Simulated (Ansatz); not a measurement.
FH₄NSn, SMILES [NH2][SnH2][F], the energy of protonation at one site

Run with Ansatz 0.2.0 through its Python package.

`fh4nsn.xyz`
```text
7

N    -1.01490    0.12700   -0.82740
Sn    0.38670   -0.13790    0.58740
F     0.36200   -2.00330    1.10170
H    -0.91680    1.18300   -1.13370
H    -0.79240   -0.40980   -1.68650
H     0.05580    0.88200    1.98360
H     1.98090    0.29100   -0.07090
```

Script `run_pa.py`:
```python
"""Adding a proton to FH4NSn."""

from dataclasses import dataclass

import ansatz as az
import numpy as np


@dataclass(frozen=True)
class RunConfig:
    basis_set: str = "def2-SVP"
    xc: str = "pbe0"
    charge: int = 1
    force_tol: float = 0.01


opts = RunConfig()

fh4nsn = az.Crystal.molecule_from_extxyz("fh4nsn.xyz")

calculation = fh4nsn.calculation()
calculation = calculation.basis(gaussian=opts.basis_set)
calculation = calculation.functional(opts.xc)
symbols = [site.symbol for site in fh4nsn.cartesian_sites]
start = np.array([site.position_ang for site in fh4nsn.cartesian_sites], dtype=float)
r = calculation.relax(force_tolerance=0.01, max_steps=100).run().report
end = np.array(r["positions_ang"])

# start the new hydrogen opposite the existing bonds
away = sum((end[0] - end[j]) / np.linalg.norm(end[0] - end[j]) for j in [1, 3, 4]) + np.array([0.15, 0.1, -0.2])
proton = end[0] + 1.0 * away / np.linalg.norm(away)
acid = az.Crystal.molecule()
for symbol, place in zip(symbols, end):
    acid = acid.atom(symbol, place.tolist())
acid = acid.atom("H", proton.tolist())
protonated = (
    acid.calculation()
    .basis(gaussian=opts.basis_set)
    .functional(opts.xc)
    .charge(opts.charge)
    .relax(force_tolerance=opts.force_tol, max_steps=80)
)
after = protonated.run().report
xyz = np.array(after["positions_ang"])
reach = np.linalg.norm(xyz[:-1] - xyz[-1], axis=1)
print(f"base {r['free_energy_ev']:.5f} eV, protonated {after['free_energy_ev']:.5f} eV")
print(f"the proton ends {reach.min():.3f} A from {symbols[reach.argmin()]}{reach.argmin()}")
print(f"electronic proton affinity {96.485332 * (r['free_energy_ev'] - after['free_energy_ev']):.1f} kJ/mol")
```

```console
$ python run_pa.py
base -10096.11298 eV, protonated -10105.96764 eV
the proton ends 1.026 A from N0
electronic proton affinity 950.8 kJ/mol
```

Reading the output:
- Total energies depend on the basis set; only differences at equal settings carry meaning.
- The proton is put on one chosen atom, which needn't be the most basic site, so the molecule's proton affinity can be higher; the ends are stationary points, not checked by frequencies, and zero-point and thermal terms count only where printed.
- def2 sets replace the cores of elements past krypton by effective core potentials.
- It ran for 2.5 min on 1 thread of Arm Neoverse V1, on a shared host, peak memory 0.23 GiB.
